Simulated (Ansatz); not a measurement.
**C2H8NY: one species, many methods**

An exercise on one series of results from a longer session: the logs are not shown, and one member is left open.

Program: Ansatz 0.2.0, Gaussian basis. Level of theory: functionals in def2-TZVPP, the program's frozen cores in correlated methods. These are calculated values, not measurements.

Levels to be run: LDA (SPW92), PBE-D4, revPBE-D4, BLYP-D4, r2SCAN-D4, B97M-V, PBE0-D4, B3LYP-D4, r2SCANh-D4, r2SCAN0-D4, HSE06-D4, BHLYP-D4, CAM-B3LYP-D4, LC-ωPBE, ωB97X-V, ωB97M-V, B2PLYP, PBE-QIDH; CCSD(T)/def2-SVP; CCSD(T)/def2-TZVPP; MP2/def2-QZVPP; extrapolation to the limit; RPA on PBE.

**Structure used throughout**

All runs share one geometry, relaxed beforehand with PBE0-D4 in a triple-zeta def2 set. Y takes the def2 core potential; no spin-orbit term is included.

SMILES `[CH3][Y]([CH3])[NH2]`, 12 atoms, charge 0, spin multiplicity 1.

Atoms are counted from 1 here; the program's logs count them from 0.

Bond lengths: C1–Y2 2.363 Å, C1–H5 1.099 Å, C1–H6 1.099 Å, C1–H7 1.100 Å, Y2–C3 2.363 Å, Y2–N4 2.132 Å, C3–H8 1.099 Å, C3–H9 1.098 Å, C3–H10 1.101 Å, N4–H11 1.014 Å, N4–H12 1.014 Å. Angles: Y2–C1–H5 112.2°, Y2–C1–H6 112.1°, Y2–C1–H7 114.0°, H5–C1–H6 106.4°, H5–C1–H7 106.1°, H6–C1–H7 105.5°, C1–Y2–C3 116.4°, C1–Y2–N4 118.1°, C3–Y2–N4 118.0°, Y2–C3–H8 113.1°, Y2–C3–H9 115.2°, Y2–C3–H10 110.1°, H8–C3–H9 106.6°, H8–C3–H10 105.6°, H9–C3–H10 105.6°, Y2–N4–H11 126.8°, Y2–N4–H12 126.6°, H11–N4–H12 106.3°.

Set-up of the first run:

in.yaml reads:

```yaml
crystal:
  periodic: [false, false, false]
  atoms:
    - {symbol: C, position_ang: [1.409780, 1.432536, -0.908954]}
    - {symbol: Y, position_ang: [0.257821, -0.190298, 0.364906]}
    - {symbol: C, position_ang: [-1.990056, 0.298083, 0.906672]}
    - {symbol: N, position_ang: [0.806066, -2.235871, 0.120244]}
    - {symbol: H, position_ang: [0.791982, 2.319713, -1.106607]}
    - {symbol: H, position_ang: [1.719013, 1.045841, -1.890368]}
    - {symbol: H, position_ang: [2.331144, 1.801979, -0.434839]}
    - {symbol: H, position_ang: [-2.144170, 1.344990, 1.204002]}
    - {symbol: H, position_ang: [-2.423650, -0.321596, 1.703295]}
    - {symbol: H, position_ang: [-2.632629, 0.142772, 0.026763]}
    - {symbol: H, position_ang: [1.621026, -2.592880, -0.366212]}
    - {symbol: H, position_ang: [0.253672, -3.045270, 0.381107]}
basis:
  gaussian: {orbitals: def2-TZVPP}
hamiltonian: {xc: lda}
output: {orbitals: {seedname: orbitals}}
```

The run is started by

```console
$ ansatz run in.yaml --threads 4 --pin off --events-out ev --progress --plain --max-ram 10444MiB
```

Steps of the session up to this table: LDA; PBE-D4 (GGA); revPBE-D4 (GGA); BLYP-D4 (GGA); r2SCAN-D4 (meta-GGA); B97M-V (meta-GGA); B3LYP-D4 (hybrid); r2SCANh-D4 (hybrid); r2SCAN0-D4 (hybrid); HSE06-D4 (hybrid); BHLYP-D4 (hybrid); CAM-B3LYP-D4 (range-separated); LC-ωPBE (range-separated); ωB97X-V (range-separated); ωB97M-V (range-separated); B2PLYP (double hybrid); PBE-QIDH (double hybrid).

One of the session's tables, all rows but one given; the rest of the session is left out.

It belongs to the step «Frontier levels by functional». 

| functional | HOMO (eV) | LUMO (eV) | gap (eV) |
| --- | --- | --- | --- |
| LDA (SPW92) | -5.10 | -2.44 | 2.66 |
| PBE-D4 | -4.97 | -2.27 | 2.70 |
| revPBE-D4 | -4.91 | -2.16 | 2.75 |
| BLYP-D4 | -4.84 | -2.31 | 2.53 |
| r2SCAN-D4 | -5.18 | -1.80 | 3.38 |
| B97M-V | -5.26 | -2.16 | 3.10 |
| PBE0-D4 | -6.20 | -1.53 | 4.67 |
| B3LYP-D4 | -5.98 | -1.88 | 4.10 |
| r2SCANh-D4 | -5.65 | -1.58 | 4.07 |
| r2SCAN0-D4 | -6.35 | -1.25 | 5.10 |
| HSE06-D4 | -5.80 | -1.89 | 3.91 |
| BHLYP-D4 | -7.34 | -1.05 | 6.29 |
| CAM-B3LYP-D4 | -7.57 | -0.88 | 6.70 |
| LC-ωPBE | ? | ? | ? |
| ωB97X-V | -8.59 | 0.08 | 8.67 |
| ωB97M-V | -8.48 | -0.40 | 8.08 |

Estimate the missing values for LC-ωPBE.

As computed: HOMO (eV): -8.96; LUMO (eV): 0.26; gap (eV): 9.21. In the column «HOMO (eV)» it is the lowest.
